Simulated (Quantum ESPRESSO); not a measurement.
# Li3GaAu2S (P4/mmm) in Quantum ESPRESSO: reference runs

Aim: a first look at Li3GaAu2S with PBE, on the cell as given.

Everything below comes from runs of Quantum ESPRESSO 7.5. Logs are shortened: lines on timing, memory, paths and dates and some standing lists are left out, and cuts for length are marked.

## 1. The crystal as given

It takes space group P4/mmm (No. 123, tetragonal). Conventional cell: a = 3.766 Å, b = 3.766 Å, c = 8.434 Å, α = 90.00°, β = 90.00°, γ = 90.00°. Li (site symmetry 4mm) is surrounded by 1 S at 2.38 Å and 4 Au at 2.67 Å. Li (site symmetry 4/mmm) has 2 Au at 2.53 Å and 4 S at 2.66 Å as nearest neighbours. Ga (site symmetry 4/mmm) is surrounded by 2 Au at 1.68 Å. S (site symmetry 4/mmm) is surrounded by 6 Li at 2.38 to 2.66 Å. Au (site symmetry 4mm) has 1 Ga at 1.68 Å as nearest neighbours.

The cell was built by a generator and needn't be a form met in nature.

## 2. Single point, PBE

The input, pw.in:

```
&CONTROL
  calculation = 'scf'
  prefix = 'pwscf'
  outdir = './tmp'
  pseudo_dir = './pseudo'
  tprnfor = .true.
  tstress = .true.
  disk_io = 'nowf'
/
&SYSTEM
  ibrav = 0
  nat = 7
  ntyp = 4
  ecutwfc = 70
  ecutrho = 560
  nbnd = 44
  occupations = 'smearing'
  smearing = 'fd'
  degauss = 0.00367493
/
&ELECTRONS
  conv_thr = 1.4d-09
  electron_maxstep = 120
  mixing_beta = 0.5
/
ATOMIC_SPECIES
Li     6.9400 li_pbe_v1.4.uspp.F.UPF
Ga    69.7230 Ga.pbe-dn-kjpaw_psl.1.0.0.UPF
S     32.0600 s_pbe_v1.4.uspp.F.UPF
Au   196.9666 Au_ONCV_PBE-1.0.oncvpsp.upf
CELL_PARAMETERS angstrom
   3.7661953000    0.0000000000    0.0000000000
   0.0000000000    3.7661953000    0.0000000000
   0.0000000000    0.0000000000    8.4338756200
ATOMIC_POSITIONS crystal
Li     0.0000000000    0.0000000000    0.2178850000
Li     0.0000000000    0.0000000000    0.7821150000
Li     0.5000000000    0.5000000000    0.5000000000
Ga     0.5000000000    0.5000000000    0.0000000000
S      0.0000000000    0.0000000000    0.5000000000
Au     0.5000000000    0.5000000000    0.8005399700
Au     0.5000000000    0.5000000000    0.1994600300
K_POINTS automatic
7 7 3 0 0 0
```

Potentials or basis: SSSP 1.3 efficiency PBE.

The run is started by

```console
$ OMP_NUM_THREADS=1 pw.x -in pw.in > pw.out
```

pw.out:

```text
This program is part of the open-source Quantum ESPRESSO suite
     for quantum simulation of materials; please cite
         "P. Giannozzi et al., J. Phys.:Condens. Matter 21 395502 (2009);
         "P. Giannozzi et al., J. Phys.:Condens. Matter 29 465901 (2017);
         "P. Giannozzi et al., J. Chem. Phys. 152 154105 (2020);
     in publications or presentations arising from this work. More details at

     file Ga.pbe-dn-kjpaw_psl.1.0.0.UPF: wavefunction(s)  4S renormalized
     Message from routine setup:
     using ibrav=0 with symmetry is DISCOURAGED, use correct ibrav instead

     G-vector sticks info
     --------------------
     sticks:   dense  smooth     PW     G-vecs:    dense   smooth      PW
     Sum        2241    1117    325               180481    63785    9721

     Using Slab Decomposition

     bravais-lattice index     =            0
     lattice parameter (alat)  =       7.1171  a.u.
     unit-cell volume          =     807.2898 (a.u.)^3
     number of atoms/cell      =            7
     number of atomic types    =            4
     number of electrons       =        66.00
     number of Kohn-Sham states=           44
     kinetic-energy cutoff     =      70.0000  Ry
     charge density cutoff     =     560.0000  Ry
     scf convergence threshold =      1.4E-09
     mixing beta               =       0.5000
     number of iterations used =            8  plain     mixing
     Exchange-correlation= PBE
                           (   1   4   3   4   0   0   0)

     celldm(1)=   7.117078  celldm(2)=   0.000000  celldm(3)=   0.000000
     celldm(4)=   0.000000  celldm(5)=   0.000000  celldm(6)=   0.000000

     crystal axes: (cart. coord. in units of alat)
               a(1) = (   1.000000   0.000000   0.000000 )
               a(2) = (   0.000000   1.000000   0.000000 )
               a(3) = (   0.000000   0.000000   2.239362 )

     reciprocal axes: (cart. coord. in units 2 pi/alat)
               b(1) = (  1.000000  0.000000  0.000000 )
               b(2) = (  0.000000  1.000000  0.000000 )
               b(3) = (  0.000000  0.000000  0.446556 )

     PseudoPot. # 1 for Li read from file:
     li_pbe_v1.4.uspp.F.UPF
     Pseudo is Ultrasoft, Zval =  3.0
     Generated by new atomic code, or converted to UPF format
     Using radial grid of  751 points,  5 beta functions with:
                l(1) =   0
                l(2) =   0
                l(3) =   0
                l(4) =   1
                l(5) =   1
     Q(r) pseudized with 10 coefficients,  rinner =    1.150   1.150   1.150

     PseudoPot. # 2 for Ga read from file:
     Ga.pbe-dn-kjpaw_psl.1.0.0.UPF
     Pseudo is Projector augmented-wave + core cor, Zval = 13.0
     Generated using "atomic" code by A. Dal Corso  v.5.1
     Shape of augmentation charge: PSQ
     Using radial grid of 1205 points,  6 beta functions with:
                l(1) =   0
                l(2) =   0
                l(3) =   1
                l(4) =   1
                l(5) =   2
                l(6) =   2
     Q(r) pseudized with 0 coefficients

     PseudoPot. # 3 for S  read from file:
     s_pbe_v1.4.uspp.F.UPF
     Pseudo is Ultrasoft + core correction, Zval =  6.0
     Generated by new atomic code, or converted to UPF format
     Using radial grid of  907 points,  6 beta functions with:
                l(1) =   0
                l(2) =   0
                l(3) =   1
                l(4) =   1
                l(5) =   2
                l(6) =   2
     Q(r) pseudized with  8 coefficients,  rinner =    1.300   1.300   1.300
                                                       1.300   1.300

     PseudoPot. # 4 for Au read from file:
     Au_ONCV_PBE-1.0.oncvpsp.upf
     Pseudo is Norm-conserving, Zval = 19.0
     Generated using ONCVPSP code by D. R. Hamann
     Using radial grid of 1278 points,  8 beta functions with:
                l(1) =   0
                l(2) =   0
                l(3) =   1
                l(4) =   1
                l(5) =   2
                l(6) =   2
                l(7) =   3
                l(8) =   3

     atomic species   valence    mass     pseudopotential
     Li                3.00     6.94000     Li( 1.00)
     Ga               13.00    69.72300     Ga( 1.00)
     S                 6.00    32.06000     S ( 1.00)
     Au               19.00   196.96660     Au( 1.00)

     16 Sym. Ops., with inversion, found

   Cartesian axes

     site n.     atom                  positions (alat units)
         1        Li     tau(   1) = (   0.0000000   0.0000000   0.4879234  )
         2        Li     tau(   2) = (   0.0000000   0.0000000   1.7514388  )
         3        Li     tau(   3) = (   0.5000000   0.5000000   1.1196811  )
         4        Ga     tau(   4) = (   0.5000000   0.5000000   0.0000000  )
         5        S      tau(   5) = (   0.0000000   0.0000000   1.1196811  )
         6        Au     tau(   6) = (   0.5000000   0.5000000   1.7926990  )
         7        Au     tau(   7) = (   0.5000000   0.5000000   0.4466633  )

     number of k points=    20  Fermi-Dirac smearing, width (Ry)=  0.0037
                       cart. coord. in units 2pi/alat
        k(    1) = (   0.0000000   0.0000000   0.0000000), wk =   0.0136054
        k(    2) = (   0.0000000   0.0000000   0.1488519), wk =   0.0272109
        k(    3) = (   0.0000000   0.1428571   0.0000000), wk =   0.0544218
        k(    4) = (   0.0000000   0.1428571   0.1488519), wk =   0.1088435
        k(    5) = (   0.0000000   0.2857143   0.0000000), wk =   0.0544218
        k(    6) = (   0.0000000   0.2857143   0.1488519), wk =   0.1088435
[... 12 lines left out ...]
        k(   19) = (   0.4285714   0.4285714   0.0000000), wk =   0.0544218
        k(   20) = (   0.4285714   0.4285714   0.1488519), wk =   0.1088435

     Dense  grid:   180481 G-vectors     FFT dimensions: (  54,  54, 125)

     Smooth grid:    63785 G-vectors     FFT dimensions: (  40,  40,  90)

     Initial potential from superposition of free atoms

     starting charge      64.6446, renormalised to      66.0000
     Starting wfcs are   48 randomized atomic wfcs

     Self-consistent Calculation

     iteration #  1     ecut=    70.00 Ry     beta= 0.50
     Davidson diagonalization with overlap
     ethr =  1.00E-02,  avg # of iterations =  5.8

     total energy              =    -891.33237381 Ry
     estimated scf accuracy    <       3.62787817 Ry

     iteration #  2     ecut=    70.00 Ry     beta= 0.50
     Davidson diagonalization with overlap
     ethr =  5.50E-03,  avg # of iterations =  5.8

     total energy              =    -890.47623138 Ry
     estimated scf accuracy    <      22.79178739 Ry

     iteration #  3     ecut=    70.00 Ry     beta= 0.50
     Davidson diagonalization with overlap
     ethr =  5.50E-03,  avg # of iterations =  3.8
[... 43 lines left out ...]
     total energy              =    -893.63388278 Ry
     estimated scf accuracy    <       0.00610882 Ry

     iteration # 10     ecut=    70.00 Ry     beta= 0.50
     Davidson diagonalization with overlap
     ethr =  9.26E-06,  avg # of iterations =  3.5

     total energy              =    -893.63417682 Ry
     estimated scf accuracy    <       0.00130421 Ry

     iteration # 11     ecut=    70.00 Ry     beta= 0.50
     Davidson diagonalization with overlap
     c_bands:  1 eigenvalues not converged
     ethr =  1.98E-06,  avg # of iterations =  8.3

     total energy              =    -893.63438257 Ry
     estimated scf accuracy    <       0.00007268 Ry

     iteration # 12     ecut=    70.00 Ry     beta= 0.50
     Davidson diagonalization with overlap
     ethr =  1.10E-07,  avg # of iterations =  6.9

     total energy              =    -893.63441861 Ry
     estimated scf accuracy    <       0.00000714 Ry

     iteration # 13     ecut=    70.00 Ry     beta= 0.50
     Davidson diagonalization with overlap
     c_bands:  1 eigenvalues not converged
     ethr =  1.08E-08,  avg # of iterations =  7.4

     total energy              =    -893.63442052 Ry
     estimated scf accuracy    <       0.00000089 Ry

     iteration # 14     ecut=    70.00 Ry     beta= 0.50
     Davidson diagonalization with overlap
     ethr =  1.35E-09,  avg # of iterations =  7.2

     total energy              =    -893.63442104 Ry
     estimated scf accuracy    <       0.00000011 Ry

     iteration # 15     ecut=    70.00 Ry     beta= 0.50
     Davidson diagonalization with overlap
     ethr =  1.73E-10,  avg # of iterations =  5.8

     total energy              =    -893.63442106 Ry
     estimated scf accuracy    <       0.00000054 Ry
[... 19 lines left out ...]
     total energy              =    -893.63442105 Ry
     estimated scf accuracy    <          3.7E-09 Ry

     iteration # 19     ecut=    70.00 Ry     beta= 0.50
     Davidson diagonalization with overlap
     ethr =  5.63E-12,  avg # of iterations =  2.7

     total energy              =    -893.63442105 Ry
     estimated scf accuracy    <          2.6E-09 Ry

     iteration # 20     ecut=    70.00 Ry     beta= 0.50
     Davidson diagonalization with overlap
     ethr =  3.98E-12,  avg # of iterations =  6.0

     End of self-consistent calculation

          k = 0.0000 0.0000 0.0000 (  8031 PWs)   bands (ev):

   -98.1855 -98.1754 -50.7053 -50.4733 -49.3465 -49.3465 -49.3381 -49.3381
   -36.9697 -36.9693 -36.8760  -9.5198  -8.7716  -8.7716  -7.3111  -7.2782
    -2.9261  -0.4530   1.9939   2.0416   2.0416   3.1327   3.3321   3.4079
     3.4285   3.9736   3.9736   3.9907   4.0214   6.8412   7.8286   7.8286
     8.3101  11.7865  11.7865  12.8728  13.6281  13.6281  14.4233  15.3676
    15.8714  16.2663  18.3395  18.3395

          k = 0.0000 0.0000 0.1489 (  7986 PWs)   bands (ev):

   -98.1855 -98.1754 -50.7052 -50.4733 -49.3465 -49.3465 -49.3381 -49.3381
   -36.9696 -36.9693 -36.8760  -9.5204  -8.7716  -8.7716  -7.3111  -7.2782
    -2.9206  -0.5139   2.0350   2.0516   2.0516   3.2047   3.4106   3.4257
     3.6290   3.9461   3.9461   3.9900   4.0220   5.7223   7.8989   7.8989
     9.7102  11.4890  11.4890  11.8821  14.1420  14.1420  14.7355  15.3672
    15.6795  16.2636  17.6234  17.6234
[... 147 lines left out ...]
   -98.1855 -98.1754 -50.7048 -50.4729 -49.3492 -49.3492 -49.3408 -49.3408
   -36.9686 -36.9682 -36.8750  -9.5128  -8.7852  -8.7852  -7.3021  -7.2599
    -2.2679   0.7310   1.6051   1.6194   2.0798   3.4347   3.4690   3.7735
     3.7854   4.3133   4.3226   5.1232   5.7506   5.9851   6.4482   7.1209
     8.5324   8.5426   9.6249  10.1323  10.1371  12.0454  13.3226  15.1649
    15.3307  16.8249  16.8533  17.4739

          k = 0.4286 0.4286 0.1489 (  7974 PWs)   bands (ev):

   -98.1855 -98.1754 -50.7048 -50.4730 -49.3492 -49.3492 -49.3408 -49.3408
   -36.9685 -36.9682 -36.8750  -9.5136  -8.7853  -8.7852  -7.3021  -7.2599
    -2.2676   0.7223   1.6256   1.6343   2.1015   3.3982   3.5034   3.6748
     3.6926   4.3103   4.3345   5.2227   5.8376   6.0238   6.7841   7.0819
     7.8996   8.1843  10.0412  10.3080  10.5961  12.0550  12.8670  14.4698
    14.8205  16.7194  17.0886  18.2439

     the Fermi energy is     9.2675 ev

!    total energy              =    -893.63442105 Ry
     estimated scf accuracy    <          6.3E-11 Ry
     smearing contrib. (-TS)   =      -0.00090652 Ry
     internal energy E=F+TS    =    -893.63351453 Ry

     The total energy is F=E-TS. E is the sum of the following terms:
     one-electron contribution =    -628.70685984 Ry
     hartree contribution      =     334.90331038 Ry
     xc contribution           =    -109.36848482 Ry
     ewald contribution        =    -375.46098529 Ry
     one-center paw contrib.   =    -115.00049496 Ry

     convergence has been achieved in  20 iterations

     Forces acting on atoms (cartesian axes, Ry/au):

     atom    1 type  1   force =     0.00000000    0.00000000    0.00949632
     atom    2 type  1   force =     0.00000000    0.00000000   -0.00949632
     atom    3 type  1   force =     0.00000000    0.00000000    0.00000000
     atom    4 type  2   force =     0.00000000    0.00000000    0.00000000
     atom    5 type  3   force =     0.00000000    0.00000000    0.00000000
     atom    6 type  4   force =     0.00000000    0.00000000   -1.65889173
     atom    7 type  4   force =     0.00000000    0.00000000    1.65889173

     Total force =     2.346066     Total SCF correction =     0.000027

     Computing stress (Cartesian axis) and pressure

          total   stress  (Ry/bohr**3)                   (kbar)     P=      662.00
   0.00000898   0.00000000   0.00000000            1.32        0.00        0.00
   0.00000000   0.00000898   0.00000000            0.00        1.32        0.00
   0.00000000   0.00000000   0.01348256            0.00        0.00     1983.35

=------------------------------------------------------------------------------=
   JOB DONE.
=------------------------------------------------------------------------------=
```

Wall time 6.1 min (1 thread of Intel Xeon Platinum 8259CL at 2.50GHz (Skylake/Cascade Lake), shared host); peak memory 0.84 GiB.

Results:

| Quantity | Value |
| --- | --- |
| Free energy | -12158.5157 eV |
| Pressure | 66.2 GPa |
| Largest force | 42.652 eV/Å |
| Band gap on the k mesh | none (metal or under the smearing width) |

Forces on the atoms (eV/Å):
```
Li    0.000   0.000   0.244
Li    0.000   0.000  -0.244
Li    0.000   0.000   0.000
Ga    0.000   0.000   0.000
S     0.000   0.000   0.000
Au    0.000   0.000 -42.652
Au    0.000   0.000  42.652
```

Levels at points of the mesh, in eV from the Fermi level:
| k point | band 30 | band 31 | band 32 | band 33 | band 34 | band 35 | band 36 | band 37 |
| --- | --- | --- | --- | --- | --- | --- | --- | --- |
| (0.00, 0.00, 0.00) | -2.43 | -1.44 | -1.44 | -0.96 | 2.52 | 2.52 | 3.61 | 4.36 |

Caveat: a pressure of tens of GPa on the cell as given is suspect, and the run, the potentials or the cell itself is likely at fault; forces of over 1 eV/Å show positions far from the minimum, so gaps and moduli don't describe the material at rest. Spin-orbit coupling is left out, which matters for the levels of Au.
